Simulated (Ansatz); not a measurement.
# CH₅AlO₂Si: basis-set convergence

Aim: see how fast density functionals converge with the basis set for CH₅AlO₂Si.

Program: Ansatz 0.2.0, Gaussian basis. Level of theory: one geometry, several basis sets. These are calculated values, not measurements.

The runs, in order: PBE0-D4/def2-SVP; ωB97M-V/def2-SVP; PBE0-D4/def2-QZVPP; ωB97M-V/def2-QZVPP; the functionals' def2-TZVPP values are taken from earlier runs.

### 1 The relaxed structure

An earlier PBE0-D4 in a triple-zeta def2 set relaxation fixed the geometry.

SMILES `O=[CH][Al]([OH])[SiH3]`, 10 atoms, charge 0, spin multiplicity 1.

Atoms are counted from 1 here; the program's logs count them from 0.

Bond lengths: O1–C2 1.213 Å, C2–Al3 2.025 Å, C2–H6 1.120 Å, Al3–O4 1.695 Å, Al3–Si5 2.442 Å, O4–H7 0.955 Å, Si5–H8 1.489 Å, Si5–H9 1.490 Å, Si5–H10 1.490 Å. Angles: O1–C2–Al3 114.5°, O1–C2–H6 117.9°, Al3–C2–H6 127.6°, C2–Al3–O4 122.4°, C2–Al3–Si5 117.3°, O4–Al3–Si5 120.3°, Al3–O4–H7 126.4°, Al3–Si5–H8 111.7°, Al3–Si5–H9 110.5°, Al3–Si5–H10 110.5°, H8–Si5–H9 108.1°, H8–Si5–H10 108.1°, H9–Si5–H10 107.8°.

### 2 PBE0-D4 in def2-SVP

in.yaml

```yaml
crystal:
  periodic: [false, false, false]
  atoms:
    - {symbol: O, position_ang: [-1.666076, 0.590463, 1.769309]}
    - {symbol: C, position_ang: [-1.723491, 0.952596, 0.613184]}
    - {symbol: Al, position_ang: [-0.203475, 0.291625, -0.550049]}
    - {symbol: O, position_ang: [-0.079621, 0.688482, -2.192938]}
    - {symbol: Si, position_ang: [1.484651, -1.121248, 0.507772]}
    - {symbol: H, position_ang: [-2.585968, 1.599104, 0.309266]}
    - {symbol: H, position_ang: [-0.685946, 1.231849, -2.692902]}
    - {symbol: H, position_ang: [2.533970, -1.543837, -0.459878]}
    - {symbol: H, position_ang: [2.150671, -0.392642, 1.623316]}
    - {symbol: H, position_ang: [0.858287, -2.347493, 1.075922]}
basis:
  gaussian: {orbitals: def2-SVP}
hamiltonian: {xc: pbe0, dispersion: d4}
output: {orbitals: {seedname: orbitals}}
```

The runs that follow: ωB97M-V in def2-SVP; PBE0-D4 in def2-QZVPP; ωB97M-V in def2-QZVPP.

Before running them: what should the planned runs give, taken together? Wanted: PBE0-D4: double and triple zeta above quadruple; ωB97M-V: double and triple zeta above quadruple.

As calculated:

| quantity | value |
| --- | --- |
| PBE0-D4: double and triple zeta above quadruple | 12.14, 0.76 eV |
| ωB97M-V: double and triple zeta above quadruple | 12.29, 0.73 eV |

In words: PBE0-D4 gains 11.38 eV from double to triple zeta, then 0.76 eV more. Total energies overstate the basis error of differences, where much of it tends to cancel.
